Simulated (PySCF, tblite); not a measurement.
# C₈H₁₃Al: geometry, infrared bands and NMR shifts

Aim: predict the infrared bands and NMR shifts of C₈H₁₃Al (`C1=[CH][Al]([CH]2CCC2)[CH2]C1`).

The runs use tblite 0.8.0 and PySCF 2.14.0, with density-fitted response routines of our own; the level of theory stands in each step. All values are computed, except where a source is named. Atoms are numbered from 0 throughout.

## Step 1: Starting geometry

22 atoms, charge 0, multiplicity 1; geometry from: force field or distance geometry start.

Bonds of the start (Å): C0–C1 1.33, C1–Al2 1.90, Al2–C3 2.02, C3–C4 1.51, C4–C5 1.52, C5–C6 1.52, Al2–C7 1.98, C7–C8 1.53, C8–C0 1.51, C6–C3 1.53, C0–H9 1.08, C1–H10 1.10, C3–H11 1.12, C4–H12 1.11, C4–H13 1.11, C5–H14 1.11, C5–H15 1.11, C6–H16 1.12, C6–H17 1.11, C7–H18 1.11, C7–H19 1.11, C8–H20 1.12, C8–H21 1.11.

## Step 2: Relaxing the molecule with GFN2-xTB

The job: settings as JSON, then the geometry in Å.

```
{"job": {"kind": "relax", "xc": "GFN2-xTB", "basis": "xTB"}, "charge": 0, "multiplicity": 1}
C      2.956000    -0.298500     0.587200
C      2.003500    -1.231900     0.645400
Al     0.591800    -0.894800    -0.587100
C     -1.332500    -1.092800    -0.013500
C     -2.350800    -0.410500    -0.899100
C     -2.764800     0.492900     0.245800
C     -1.741300    -0.187900     1.145600
C      1.376900     0.880400    -0.951800
C      2.818300     0.793900    -0.439900
H      3.820000    -0.348000     1.230100
H      2.038700    -2.051500     1.370700
H     -1.611500    -2.163000     0.192100
H     -1.906900     0.165800    -1.737900
H     -3.165300    -1.091700    -1.223900
H     -3.811000     0.327500     0.578700
H     -2.516100     1.563200     0.074900
H     -2.222300    -0.748700     1.983400
H     -0.946600     0.501300     1.489200
H      1.344000     1.119200    -2.033800
H      0.802400     1.639400    -0.380400
H      3.108400     1.776900     0.007600
H      3.498600     0.573500    -1.283900
```

On the command line:

```
$ OMP_NUM_THREADS=1 python probes_run.py task.json out
```

The driver reads the jobs from task.json and runs them one after another.

**Question.** This job is followed by: GFN2-xTB harmonic vibrations, gas phase; GIAO PBE0/pcSseg-1 NMR shielding, non-relativistic, gas phase. What will the session give for the following? strongest single infrared mode (GFN2-xTB); zero-point energy (GFN2-xTB); 13C shifts against TMS (PBE0/pcSseg-1, means over atoms taken as alike); 1H shifts against TMS (PBE0/pcSseg-1, means over atoms taken as alike); 27Al shifts against AlH4- (PBE0/pcSseg-1).

As calculated:

```
                                                               quantity                                                     value
                              strongest single infrared mode (GFN2-xTB)                                     2995 cm⁻¹, 162 km/mol
                                           zero-point energy (GFN2-xTB)                                            114.6 kcal/mol
13C shifts against TMS (PBE0/pcSseg-1, means over atoms taken as alike)             182.5, 142.2, 36.3, 27.1, 26.4, 21.8, 6.1 ppm
 1H shifts against TMS (PBE0/pcSseg-1, means over atoms taken as alike)  8.43, 6.77, 2.68, 2.59, 2.24, 2.16, 2.08, 2.00, 0.61 ppm
                              27Al shifts against AlH4- (PBE0/pcSseg-1)                                                 215.8 ppm
```

**Reading.** Over 147 steps the energy fell by 0.810 eV; of the close pairs, C1–Al2 changed most, 1.904 to 1.961 Å. All 60 modes are real, so the xTB geometry is a minimum. Unscaled tight-binding wavenumbers are off by several per cent, some by more. Its intensities can rank the bands wrongly. At PBE0/pcSseg-1: The largest span, 280 ppm, is at C0, where the paramagnetic term is -249 ppm.
